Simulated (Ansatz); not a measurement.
# TeS2: the cost of one run

Method: DFT PBE, scalar-relativistic, plane waves, PAW, in Ansatz 0.2.0.

The COD entry's cell or inner coordinates are ideal or old and differ from later refinements, so a difference from it is no clean test against experiment.

## Step 1: Starting point

The structure is cubic, space group Pn-3m (No. 224). Conventional cell: a = 5.533 Å, b = 5.533 Å, c = 5.533 Å, α = 90.00°, β = 90.00°, γ = 90.00°. Te (site symmetry -43m) has 4 S at 2.40 Å as nearest neighbours. S (site symmetry -3m) has 2 Te at 2.40 Å as nearest neighbours.

Coordinates:

```
CELL_PARAMETERS angstrom
5.53322 0.00000 0.00000
0.00000 5.53322 0.00000
0.00000 0.00000 5.53322
ATOMIC_POSITIONS crystal
Te 0.00000 0.00000 0.00000
Te 0.50000 0.50000 0.50000
S 0.25000 0.25000 0.25000
S 0.25000 0.75000 0.75000
S 0.75000 0.75000 0.25000
S 0.75000 0.25000 0.75000
```

This is candidate A: anti-cuprite type (Pn-3m, No. 224).

(A quick probe on a coarse mesh, which set the mesh and smearing, is not shown.)

## Step 3: Rough relaxation on the coarse mesh (candidate A)

The input, input.yaml:

```yaml
crystal:
  lattice:
    - [5.5332194494, 0.0, 0.0]
    - [0.0, 5.5332194494, 0.0]
    - [0.0, 0.0, 5.5332194494]
  atoms:
    - { symbol: Te, position: [0.0, 0.0, 0.0] }
    - { symbol: Te, position: [0.5, 0.5, 0.5] }
    - { symbol: S, position: [0.25, 0.25, 0.25] }
    - { symbol: S, position: [0.25, 0.75, 0.75] }
    - { symbol: S, position: [0.75, 0.75, 0.25] }
    - { symbol: S, position: [0.75, 0.25, 0.75] }
basis:
  ecutwfc: 420
kpoints:
  mp_grid: { grid: [4, 4, 4] }
hamiltonian:
  xc: pbe
scf:
  occupations: { method: gaussian, width: 0.1 }
  lower_state_search: "off"
output:
  forces: true
  stress: true
  eigenvalues: true
relax:
  adjacent_minimum: "off"
  f_tol: 0.04
  max_steps: 70
  cell: { stress_tol: 0.4 }
```

Started as:

```sh
ansatz run input.yaml --threads 1 --pin off --max-ram 2560MiB --backend cpu --events-out ev --progress --plain --runs-dir out
```

What time and memory should one allow on 1 thread of Intel Xeon 6975P-C (Granite Rapids), shared host?

About 7 s, with a peak of 0.46 GiB.
